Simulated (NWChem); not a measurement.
**One shape, several levels: AlH2I (SMILES [H][Al]([H])[I])**

Wanted: a comparison of 3 runs (HF/STO-3G, PBE0/6-311G**, CCSD(T)/def2-SVPD) of AlH2I. 

Program for the calculation: NWChem 7.3.0.

### Step 1. The structure to begin with

AlH2I: 4 atoms, total charge 0, spin state singlet. SMILES: `[H][Al]([H])[I]`. Geometry: a GFN2-xTB relaxation, a rough one for these elements and not checked as a minimum.

Bond lengths: Al1–I4 2.507 Å, Al1–H2 1.536 Å, Al1–H3 1.536 Å. Angles: H2–Al1–I4 121.9°, H3–Al1–I4 121.9°, H2–Al1–H3 116.2°.

### Step 2. Energy and forces at HF/STO-3G (run 1)

File test.nw:

```
start test
title "AlH2I"
memory stack 880 mb heap 220 mb global 1100 mb

geometry units angstrom noautosym nocenter noautoz
 Al       0.113430       0.189630       0.001250
 H        1.649170       0.216880       0.010570
 H       -0.589150       1.555320      -0.022240
 I       -1.173450      -1.961840       0.010420
end

basis spherical bse
 * library STO-3G
end

scf
 thresh 1e-08
 maxiter 80
end

task scf gradient
```

Run with:

```console
$ nwchem test.nw > test.out
```

The program printed:

```text
[...]
  functions       =    38
[...]
  wavefunction    = RHF
[...]
         Total SCF energy =  -7090.925771057870
      One-electron energy = -10119.515256960463
      Two-electron energy =   2858.262511276265
 Nuclear repulsion energy =    170.326974626328
        Time for solution =      1.5s
[...]
                         RHF ENERGY GRADIENTS
    atom               coordinates                        gradient
                 x          y          z           x          y          z
   1 Al      0.214352   0.358349   0.002362   -0.009828  -0.016425   0.000565
   2 H       3.116479   0.409844   0.019974    0.029271   0.008574  -0.000036
   3 H      -1.113332   2.939129  -0.042028   -0.006293   0.029832  -0.000557
   4 I      -2.217499  -3.707340   0.019691   -0.013151  -0.021981   0.000028
[...]
```

Run time: 3.3 s. Hardware: 1 thread of Intel Xeon 6975P-C (Granite Rapids), shared host; peak memory 0.096 GiB.

### Step 3. Energy and forces at PBE0/6-311G(d,p) (run 2)

File calc.xyz:

```xyz
4
AlH2I
Al     0.113430     0.189630     0.001250
H      1.649170     0.216880     0.010570
H     -0.589150     1.555320    -0.022240
I     -1.173450    -1.961840     0.010420
```

File calc.nw:

```
START calc
TITLE "AlH2I"
memory stack 880 mb heap 220 mb global 1100 mb
charge 0

GEOMETRY noautosym nocenter noautoz
load format xyz calc.xyz
END

BASIS spherical bse
* library 6-311G**
END

DFT
xc pbe0
mult 1
grid fine
convergence energy 1e-08
iterations 100
mulliken
END

TASK dft gradient
```

Run with:

```console
$ nwchem calc.nw > calc.out
```

The program printed:

```text
[...]
          Wavefunction type:  closed shell.
          No. of atoms     :     4
          No. of electrons :    68
[...]
          Charge           :     0
          Spin multiplicity:     1
[...]
          AO basis - number of functions:   100
[...]
              XC Information
              --------------
                         PBE0 Method XC Functional
                     Hartree-Fock (Exact) Exchange  0.250
          PerdewBurkeErnzerhof Exchange Functional  0.750
            Perdew 1991 LDA Correlation Functional  1.000 local
           PerdewBurkeErnz. Correlation Functional  1.000 non-local
[...]
 d= 0,ls=0.0,diis     1  -7162.6232049958 -7.33D+03  6.28D-03  4.68D+00     1.1
[...]
 d= 0,ls=0.0,diis     8  -7162.6590565900 -7.97D-09  3.25D-07  6.08D-10     6.4
         Total DFT energy =    -7162.659056590031
      One electron energy =   -10187.554987823320
           Coulomb energy =     3050.007656027589
    Exchange-Corr. energy =     -195.438699420628
 Nuclear repulsion energy =      170.326974626328
[...]
      Total Density - Mulliken Population Analysis
     ---------------------------------------------
    Atom       Charge   Shell Charges
 -----------   ------   -------------------------------------------------------
    1 Al  13    12.40   0.79  1.18  0.97  1.02  0.84  0.24  2.13  3.78  0.59  0.69  0.04  0.12
    2 H    1     1.16   0.24  0.58  0.33  0.01
    3 H    1     1.16   0.24  0.58  0.33  0.01
    4 I   53    53.28   0.94  1.00  1.04  0.93  0.93  1.08  0.99  1.07  1.36  0.63  5.02  1.20  3.34  2.36  3.02  2.94  1.09  2.95  1.37  6.22  3.85  4.88  4.82  0.25
[...]
  wavefunction    = closed shell
                         DFT ENERGY GRADIENTS
    atom               coordinates                        gradient
                 x          y          z           x          y          z
   1 Al      0.214352   0.358349   0.002362    0.004899   0.008196   0.000144
   2 H       3.116479   0.409844   0.019974   -0.013429   0.005406  -0.000237
   3 H      -1.113332   2.939129  -0.042028    0.011118  -0.009279   0.000123
   4 I      -2.217499  -3.707340   0.019691   -0.002588  -0.004323  -0.000031
[...]
```

It took 11 s on 1 thread of Intel Xeon 6975P-C (Granite Rapids), shared host; peak memory 0.12 GiB.

### Step 4. The energy at CCSD(T)/def2-SVPD (core potential) (run 3)

File alh2i.nw:

```
start alh2i
memory total 2200 mb
charge 0
geometry units au noautosym nocenter noautoz
Al  0.21435163  0.35834877  0.00236216
H   3.11647963  0.40984380  0.01997441
H  -1.11333215  2.93912884 -0.04202751
I  -2.21749912 -3.70734030  0.01969095
end
basis spherical bse
Al library def2-SVPD
H library def2-SVPD
I library def2-SVPD
end
ecp bse
I library def2-SVPD
end
scf
thresh 1e-08
maxiter 80
end
ccsd
freeze core 9
maxiter 60
end
task ccsd(t) energy
```

Run with:

```console
$ nwchem alh2i.nw > alh2i.out
```

The program printed:

```text
[...]
  functions       =    75
[...]
  wavefunction    = RHF
[...]
         Total SCF energy =   -539.707858646848
      One-electron energy =  -1025.537521374069
      Two-electron energy =    400.647349615069
 Nuclear repulsion energy =     85.182313112153
        Time for solution =      5.4s
[...]
 Total MP2 energy:           -539.901469481209460
[...]
             energy      energy      error      ampl     ampl      Block
                                                time     time      time
[...]
 Total CCSD energy:           -539.926153901136558
[...]
 Total CCSD+T(CCSD) energy:           -539.931595109489990
[...]
 Total CCSD(T) energy:                -539.931386685568441
[...]
```

Wall time 43 s (1 thread of Intel Xeon 6975P-C (Granite Rapids), shared host); peak memory 0.18 GiB.

### Step 5. The series

| run | level | iteration cap | module | energy (Eh) | dipole moment (D) | HOMO energy (eV) | LUMO energy (eV) | wall time |
| --- | --- | --- | --- | --- | --- | --- | --- | --- |
| 1 | HF/STO-3G | 80 | scf | -7090.925771 | 2.93 | -7.00 | 7.58 | 3.3 s |
| 2 | PBE0/6-311G** | 100 | dft | -7162.659057 | 1.09 | -7.75 | -1.97 | 11 s |
| 3 | CCSD(T)/def2-SVPD (core potential) | 80 | ccsd(t) | -539.931387 | – | -10.20 | 0.79 | 43 s |

### Step 6. Outcome

```
                                          quantity          value
                               run 3: total energy  -539.93139 Eh
        run 3: HOMO energy (Hartree–Fock orbitals)      -10.20 eV
        run 3: LUMO energy (Hartree–Fock orbitals)        0.79 eV
      run 3: HOMO–LUMO gap (Hartree–Fock orbitals)       10.99 eV
run 3: correlation energy (9 core orbitals frozen)     -223.5 mEh
                             run 3: (T) correction      -5.23 mEh
```

What this shows: Some runs of one species differ in core potentials or relativity; totals across that change don't compare. In run 1 the basis is minimal, so the values are rough. In runs 1, 2 relativity is left out where basis or elements ask for it. All runs together took 58 s, the longest 43 s.
